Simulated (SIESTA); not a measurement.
Here is a SIESTA 5.4.2 calculation.

File Bi2Te3.fdf:

```
SystemName                      Tellurobismuthite
SystemLabel                     Bi2Te3
NumberOfSpecies                 2
NumberOfAtoms                   5
%block ChemicalSpeciesLabel
  1  83 Bi
  2  52 Te
%endblock ChemicalSpeciesLabel

LatticeConstant                 1.0 Ang
%block LatticeVectors
     2.1930000000     1.2661291403    10.1656666667
    -2.1930000000     1.2661291403    10.1656666667
     0.0000000000    -2.5322582807    10.1656666667
%endblock LatticeVectors
AtomicCoordinatesFormat         Fractional
%block AtomicCoordinatesAndAtomicSpecies
     0.6000000000     0.6000000000     0.6000000000  1  Bi
     0.4000000000     0.4000000000     0.4000000000  1  Bi
     0.7905000000     0.7905000000     0.7905000000  2  Te
     0.2095000000     0.2095000000     0.2095000000  2  Te
     0.0000000000     0.0000000000     0.0000000000  2  Te
%endblock AtomicCoordinatesAndAtomicSpecies

%block kgrid.MonkhorstPack
    7   0   0  0.0
    0   7   0  0.0
    0   0   7  0.0
%endblock kgrid.MonkhorstPack
XC.Functional                   GGA
XC.Authors                      PBE
PAO.BasisSize                   TZP
PAO.EnergyShift                 0.003 Ry
Mesh.Cutoff                     500 Ry
OccupationFunction              FD
ElectronicTemperature           0.05 eV
MaxSCFIterations                120
SCF.MustConverge                false
SCF.Mixer.Method                Pulay
SCF.Mixer.Weight                0.25
SCF.Mixer.History               8
SCF.DM.Tolerance                5.0e-05
SCF.H.Tolerance                 1.0e-03 eV
WriteForces                     true
Charge.Mulliken                 end
BandLinesScale                  ReciprocalLatticeVectors
%block BandLines
    1    0.000000   0.000000   0.000000  \Gamma
   13    0.500000   0.000000   0.000000  L
    8    0.500000   0.177008  -0.177008  B1
    1    0.822992   0.500000   0.177008  B
   15    0.500000   0.500000   0.500000  Z
    5    0.000000   0.000000   0.000000  \Gamma
   15    0.338504   0.000000  -0.338504  X
    1    0.661496   0.338504   0.000000  Q
    7    0.500000   0.500000   0.000000  F
    2    0.661496   0.661496   0.177008  P1
   13    0.500000   0.500000   0.500000  Z
    1    0.500000   0.000000   0.000000  L
    3    0.822992   0.338504   0.338504  P
%endblock BandLines
%block PAO.Basis
  Bi 4
  n=6 0 3
    5.784 0.000 0.000
  n=6 1 3
    8.130 0.000 0.000
  n=5 2 2
    3.882 0.000
  n=6 2 1
    8.130
  Te 4
  n=5 0 3
    5.635 0.000 0.000
  n=5 1 3
    7.297 0.000 0.000
  n=4 2 2
    3.260 0.000
  n=5 2 1
    7.297
%endblock PAO.Basis
```

Potentials or basis: PseudoDojo 0.4 standard (PBE files), TZP (energy shift 0.003 Ry; two zetas on semicore shells).

Launch:

```console
$ siesta Bi2Te3.fdf > Bi2Te3.out 2>&1
```

Question: Estimate the band gap along the path.

Answer: 0.25 eV, direct.

Question: Predict the pressure.

Answer: 2.7 GPa.

Question: Estimate the band gap on the k mesh.

Answer: 0.25 eV, direct.

Question: What does it give for the largest force?

Answer: 0.157 eV/Å.

Forces in eV/Å, atoms in the order of the input:
```
Bi   0.000  0.000  0.117
Bi   0.000  0.000 -0.117
Te   0.000  0.000  0.157
Te   0.000  0.000 -0.157
Te   0.000  0.000  0.000
```

Caveat: spin-orbit coupling is left out, which as a rule narrows the gap of such compounds by several tenths of an eV; the basis of atomic orbitals isn't converged, which shifts pressures, moduli and gaps.

**The experiment to reproduce.**

“Vacancy and Antisite-Induced Ferromagnetism in Liquid-Phase Exfoliated Bi2Te3”, 2024, arxiv:2412.10539 quotes, for a bulk crystal of Bi2Te3: band gap 0.17 eV.

Measured gap of Bi2Te3: 0.17 eV (quoted in “Vacancy and Antisite-Induced Ferromagnetism in Liquid-Phase Exfoliated Bi2Te3”, 2024, arxiv:2412.10539). This calculation gives 0.25 eV (+0.08 eV). Spin-orbit coupling on Bi, Te is left out. The value is that of PBE in an atomic basis (PseudoDojo 0.4 standard (PBE files), TZP (energy shift 0.003 Ry; two zetas on semicore shells)), whose error adds to the functional's,, without temperature or zero-point motion.
